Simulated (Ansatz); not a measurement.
# GeH₅ (doublet): the correlation ladder at distance H1–H2 along a hydrogen transfer = 0.919 Å, cc-pVDZ

How much of the correlation energy of GeH₅ (doublet) does each wave-function method recover here?

Method: cc-pVDZ, core rule «outside noble gas», up to 14 orbitals frozen; program: Ansatz 0.2.0, Gaussian basis.

To be run: UHF; CCSD(T) on ROHF; CCSD(T) on UHF; BCCD(T) on ROHF; CISD; CCSDT(Q) on ROHF; CCSDT(Q) on UHF; CASSCF and MRCISD+Q, 3 electrons in 3 orbitals; CASSCF and NEVPT2, 3 electrons in 3 orbitals; CASSCF and MRCISD+Q, 9 electrons in 9 orbitals; CASSCF and NEVPT2, 9 electrons in 9 orbitals.

5 further runs of the same task are left out: 5 that didn't finish.

### 1 What is computed

The geometry derives from fragments relaxed apart (PBE0/def2-TZVP) and kept rigid, so it is no stationary point. A hydrogen atom is moved between rigid fragments. No spin-orbit coupling is included. The filled d shell of Ge may be among the frozen orbitals whatever the setting's name suggests; the logs give the count.

6 atoms, charge 0, spin multiplicity 2.

Atoms are counted from 1 here; the program's logs count them from 0.

Bond lengths: Ge3–H4 1.539 Å, Ge3–H5 1.539 Å, Ge3–H6 1.539 Å. Angles: H4–Ge3–H5 111.2°, H4–Ge3–H6 111.2°, H5–Ge3–H6 111.2°.

### 2 UHF

File in.yaml:

```yaml
crystal:
  periodic: [false, false, false]
  atoms:
    - {symbol: H, position_ang: [-2.840299, 0.000000, -0.000001]}
    - {symbol: H, position_ang: [-1.921299, 0.000000, -0.000001]}
    - {symbol: Ge, position_ang: [0.044701, 0.000000, 0.000000]}
    - {symbol: H, position_ang: [0.513369, -1.465915, 0.000000]}
    - {symbol: H, position_ang: [0.513370, 0.732957, -1.269519]}
    - {symbol: H, position_ang: [0.513369, 0.732957, 1.269520]}
basis:
  gaussian: {orbitals: cc-pVDZ}
magnetization: {spin_polarized: true, initial_magnetization: 1}
hamiltonian: {xc: hf}
output: {orbitals: {seedname: orbitals}}
```

Started as:

```bash
> ansatz run in.yaml --threads 1 --pin off --events-out ev --progress --plain --max-ram 2393MiB
```

After this run come: CCSD(T) on ROHF; CCSD(T) on UHF; BCCD(T) on ROHF; CISD; CCSDT(Q) on ROHF; CCSDT(Q) on UHF; CASSCF and MRCISD+Q, 3 electrons in 3 orbitals; CASSCF and NEVPT2, 3 electrons in 3 orbitals; CASSCF and MRCISD+Q, 9 electrons in 9 orbitals; CASSCF and NEVPT2, 9 electrons in 9 orbitals.

Q: Predict the results of all the runs planned. Wanted: UCCSDT(Q) below the RHF energy; RMP2 from UCCSDT(Q); UMP2 from UCCSDT(Q); RCCSD from UCCSDT(Q); RCCSD(T) from UCCSDT(Q); UCCSD(T) from UCCSDT(Q); RCCSDT(Q) from UCCSDT(Q); NEVPT2 pair from UCCSDT(Q); NEVPT2 valence from UCCSDT(Q).

**Answer**, as computed:

| quantity | value |
| --- | --- |
| UCCSDT(Q) below the RHF energy | -4.5493 eV |
| RMP2 from UCCSDT(Q) | +1054.0 meV |
| UMP2 from UCCSDT(Q) | +1055.0 meV |
| RCCSD from UCCSDT(Q) | +100.4 meV |
| RCCSD(T) from UCCSDT(Q) | +23.8 meV |
| UCCSD(T) from UCCSDT(Q) | +21.6 meV |
| RCCSDT(Q) from UCCSDT(Q) | +3.0 meV |
| NEVPT2 pair from UCCSDT(Q) | +951.3 meV |
| NEVPT2 valence from UCCSDT(Q) | +785.1 meV |
| MRCISD+Q valence from UCCSDT(Q) | +12.7 meV |
| levels within 1 kcal/mol (43 meV) | RCCSD(T), UCCSD(T), BCCD(T), RCCSDT, UCCSDT, RCCSDT(Q), MRCISD+Q valence |
| T1 diagnostic | 0.020 |
| effectively unpaired electrons | 1.02 |

**Reading.** RCCSD(T) lands +23.8 meV from the yardstick (0.5 % of the correlation energy). One determinant dominates. Of the multireference levels listed MRCISD+Q valence comes nearest in total energy (+12.7 meV), which doesn't show that its space is the better one. These misses are within one basis, not against nature; the frozen cores of restricted and unrestricted runs differ, which can shift their rows.
